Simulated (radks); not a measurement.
**Ionising tin step by step, Sn¹⁷⁺ to Sn³³⁺**

An exercise on one series of results from a longer session: the logs are not shown, and one member is left open.

Method: scalar-relativistic Kohn-Sham, LDA (Slater exchange, VWN5 correlation), spin-polarised, spherical densities, finite nucleus; open shells are filled with parallel spins first. Code: radks (a radial shooting solver on a logarithmic mesh, Libxc functionals) version 1.

### The system

```
element             : tin (Z = 50)
charges             : 17 to 33
first configuration : [Ar] 3d10 4s2 4p3
last configuration  : [Ne] 3s2 3p5
```

The outer shells:

Sn¹⁷⁺
```
[Ar] core
3d [↑↓][↑↓][↑↓][↑↓][↑↓]
4s [↑↓]
4p [↑ ][↑ ][↑ ]
```

Sn³³⁺
```
[Ne] core
3s [↑↓]
3p [↑↓][↑↓][↑ ]
```

The first run:

The run's settings:

```text
Z 50
configuration [Ar] 3d10 4s2 4p3 5s0 4d0
relativity scalar-relativistic
functional lda,vwn5
spin polarised
nucleus finite rms 4.6519 fm
c 137.035999084
```

Steps of the session up to this table: Sn¹⁷⁺, [Ar] 3d10 4s2 4p3; Sn¹⁸⁺, [Ar] 3d10 4s2 4p2; Sn¹⁹⁺, [Ar] 3d10 4s2 4p1; Sn²⁰⁺, [Ar] 3d10 4s2; Sn²¹⁺, [Ar] 3d10 4s1; Sn²²⁺, [Ar] 3d10; Sn²³⁺, [Ar] 3d9; Sn²⁴⁺, [Ar] 3d8; Sn²⁵⁺, [Ar] 3d7; Sn²⁶⁺, [Ar] 3d6; Sn²⁷⁺, [Ar] 3d5; Sn²⁸⁺, [Ar] 3d4; Sn²⁹⁺, [Ar] 3d3; Sn³⁰⁺, [Ar] 3d2; Sn³¹⁺, [Ar] 3d1; Sn³²⁺, [Ar]; Sn³³⁺, [Ne] 3s2 3p5.

One table of the session follows, with a row left open; its other results are not shown here.

```
species  Δ-SCF (eV)  −ε(HOMO) (eV)
  Sn¹⁷⁺      474.13         459.74
  Sn¹⁸⁺           ?              ?
  Sn¹⁹⁺      532.37         518.02
  Sn²⁰⁺      612.92         598.73
  Sn²¹⁺      646.08         631.87
  Sn²²⁺      1131.1         1096.6
  Sn²³⁺      1201.7         1166.6
  Sn²⁴⁺      1273.6         1237.8
  Sn²⁵⁺      1346.7         1310.3
  Sn²⁶⁺      1420.8         1384.0
  Sn²⁷⁺      1517.3         1478.7
  Sn²⁸⁺      1596.1         1556.9
  Sn²⁹⁺      1676.1         1636.4
  Sn³⁰⁺      1757.3         1717.0
  Sn³¹⁺      1839.4         1798.7
  Sn³²⁺      2094.0         2057.9
```

Estimate the missing values for Sn¹⁸⁺.

As computed: Δ-SCF (eV): 503.29; −ε(HOMO) (eV): 488.84. In the column «Δ-SCF (eV)» it lies between Sn¹⁷⁺ (474.13) and Sn¹⁹⁺ (532.37).

To keep in mind: Open shells are spherical and high-spin; term and fine-structure splittings are not resolved.
